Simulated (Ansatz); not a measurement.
CF₃, SMILES F[C](F)F, an atomisation energy

Run with the Python package of Ansatz (0.2.0).

Script `tae.py`:
```python
"""Atomisation energy of CF3 at the given geometry."""

from collections import Counter

import ansatz as az

BASIS = "cc-pVDZ"
FUNCTIONAL = "b3lyp"


def energy(molecule, charge=0, unpaired=0):
    calc = molecule.calculation().basis(gaussian=BASIS).functional(FUNCTIONAL)
    if charge:
        calc = calc.charge(charge)
    if unpaired:
        calc = calc.spin("collinear", total=unpaired)
    return calc.run(threads=1, backend="cpu").report["free_energy_ev"]

geometry_ang = [
    ("F", [-1.24053, 0.02422, 0.26301]),
    ("C", [-0.03811, -0.05747, -0.27469]),
    ("F", [0.66499, -1.0564, 0.22458]),
    ("F", [0.61365, 1.08964, -0.2129]),
]
molecule = az.Crystal.molecule()
for symbol, xyz in geometry_ang:
    molecule = molecule.atom(symbol, xyz)

# unpaired electrons of the ground-state atoms
unpaired = {"F": 1, "C": 2}
counts = Counter(site.symbol for site in molecule.cartesian_sites)
atom_energy = {s: energy(az.Crystal.molecule().atom(s, (0, 0, 0)), 0, unpaired[s]) for s in counts}
whole = energy(molecule, 0, 1)
for s, e in atom_energy.items():
    print(f"{s:2s} x{counts[s]}  {e:14.5f} eV")
print(f"CF3: {whole:.5f} eV")
split = sum(counts[s] * e for s, e in atom_energy.items()) - whole
print(f"atomisation energy (no zero-point term): {split:.3f} eV, {split / sum(counts.values()):.3f} eV an atom")
```

`python tae.py` gives:
```text
F  x3     -2713.69905 eV
C  x1     -1030.00471 eV
CF3: -9185.87203 eV
atomisation energy (no zero-point term): 14.770 eV, 3.693 eV an atom
```

14.770 eV from the electronic energies, without the zero-point term.

Reading the output:
- Total energies depend on the basis set; only differences at equal settings carry meaning.
- The geometry is a force-field or estimated start, not a minimum of this method, and the basis set is short of its limit. All parts are taken at fixed geometry, without zero-point energy.
- The run takes the species as open-shell (spin multiplicity 2), which needn't be its ground state.
- b3lyp holds the VWN-RPA fit, as in Gaussian; the form of ORCA and Turbomole is b3lyp5.
- Timing: 2.3 s on 1 thread of Arm Neoverse V2, with other jobs on the host, peak memory 0.18 GiB.
